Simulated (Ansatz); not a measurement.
**InCl2O (SMILES [O][In]([Cl])[Cl]): UBLYP/def2-SVPD (core potential)**

What is the vertical doublet–quartet gap of InCl2O at UBLYP/def2-SVPD (core potential)? 

The calculation is run with Ansatz 0.2.0.

34 further runs of the same task are left out: 1 that didn't finish, 33 set aside as unsound or not needed. Runs told in other sessions of the task aren't counted.

## 1. The system as given

InCl2O: 4 atoms, total charge 0, spin state doublet. As SMILES, `[O][In]([Cl])[Cl]`. Geometry: relaxed at PBE0-D4/def2-TZVP.

Bond lengths: O1–In2 1.989 Å, In2–Cl3 2.293 Å, In2–Cl4 2.293 Å. Angles: O1–In2–Cl3 119.2°, O1–In2–Cl4 119.2°, Cl3–In2–Cl4 121.6°.

## 2. A single-point energy at UBLYP/def2-SVPD (core potential)

File run.yaml:

```yaml
crystal:
  periodic: [false, false, false]
  atoms:
    - {symbol: O, position_ang: [0.606300, 1.014000, 1.667600]}
    - {symbol: In, position_ang: [0.031700, 0.016000, 0.045400]}
    - {symbol: Cl, position_ang: [0.741600, -2.145000, -0.248200]}
    - {symbol: Cl, position_ang: [-1.324100, 1.054700, -1.485200]}
basis:
  gaussian:
    orbitals: def2-SVPD
magnetization:
  spin_polarized: true
  initial_magnetization: 1
accuracy: high
hamiltonian:
  xc: {name: BLYP}
output:
  orbitals: {seedname: orbitals}
total_charge: 0
```

The run is started by

```bash
$ ansatz run run.yaml --threads 1 --pin off --max-ram 3480MiB --events-out events.jsonl --progress --plain --runs-dir runs
```

Standard output:

```text
Warning: RAYON_NUM_THREADS=1 ignored (pool sized by the plan → 1); use --threads N
Functional definition: BLYP
  name "BLYP"
  parameter beta = 0.0042
  parameter a = 0.04918
  parameter b = 0.132
  parameter c = 0.2533
  parameter d = 0.349
  exchange = b88_x(beta = beta)
  correlation = lyp_c(a = a, b = b, c = c, d = d)
2170 factors; integrals over basis functions are off by at most 3.0e-9 eV
mean field evaluation 1: about -32235.0115 eV, gradient 6.2e1 eV
mean field evaluation 2: about -31950.8846 eV, gradient 1.5e2 eV
mean field evaluation 4: about -32254.9764 eV, gradient 1.3e1 eV
mean field evaluation 8: about -32256.0779 eV, gradient 4.5e-2 eV
mean field evaluation 16: about -32256.0750 eV, gradient 2.0e-4 eV
mean field evaluation 32: about -32255.7021 eV, gradient 5.3e0 eV
mean field evaluation 64: about -32255.9425 eV, gradient 3.0e0 eV
mean field -32256.07498760 eV, -1185.3888918414 hartree, gradient 7.2e-8 eV, S^2 0.755175; 8 other end points of the search recorded, 0 dependent functions left out
reference -32256.07503319 eV, -1185.3888935168 hartree; 32, 31 occupied and 77, 78 virtual orbitals, 2170 factors
Total energy: -32256.07503319 eV, -1185.3888935168 hartree
```

Wall time 29 s (1 thread of Arm Neoverse V2, shared host); peak memory 0.41 GiB.

## 3. The quartet, same level

File job.yaml:

```yaml
crystal:
  periodic: [false, false, false]
  atoms:
    - {symbol: O, position_ang: [0.606300, 1.014000, 1.667600]}
    - {symbol: In, position_ang: [0.031700, 0.016000, 0.045400]}
    - {symbol: Cl, position_ang: [0.741600, -2.145000, -0.248200]}
    - {symbol: Cl, position_ang: [-1.324100, 1.054700, -1.485200]}
basis:
  gaussian:
    orbitals: def2-SVPD
magnetization:
  spin_polarized: true
  initial_magnetization: 3
accuracy: high
output: {orbitals: {seedname: orbitals}}
hamiltonian:
  xc: {name: BLYP}
```

The run is started by

```bash
$ ansatz run job.yaml --threads 1 --pin off --max-ram 3480MiB --events-out events.jsonl --progress --plain --runs-dir runs
```

Standard output (excerpt; [...] marks lines left out):

```text
Warning: RAYON_NUM_THREADS=1 ignored (pool sized by the plan → 1); use --threads N
Functional definition: BLYP
  name "BLYP"
[...]
2170 factors; integrals over basis functions are off by at most 3.0e-9 eV
[...]
mean field -32252.12872363 eV, -1185.2438693155 hartree, gradient 3.8e-8 eV, S^2 3.757059; 30 other end points of the search recorded, 0 dependent functions left out
reference -32252.12876864 eV, -1185.2438709693 hartree; 33, 30 occupied and 76, 79 virtual orbitals, 2170 factors
Total energy: -32252.12876864 eV, -1185.2438709693 hartree
```

Wall time 2.9 min (1 thread of Arm Neoverse V2, shared host); peak memory 0.42 GiB.

## 4. Results

At UBLYP/def2-SVPD (core potential):

| quantity | value |
| --- | --- |
| doublet: total energy | -1185.38889 Eh |
| doublet: HOMO energy (highest over α and β) | -7.54 eV |
| doublet: LUMO energy (lowest over α and β) | -6.69 eV |
| doublet: ⟨S²⟩ | 0.755 |
| quartet: total energy | -1185.24387 Eh |
| quartet: HOMO energy (highest over α and β) | -3.98 eV |
| quartet: ⟨S²⟩ | 3.757 |
| vertical energy of the quartet above the doublet | 3.946 eV |

At this shape the quartet lies 3.95 eV (91 kcal/mol) above the doublet.
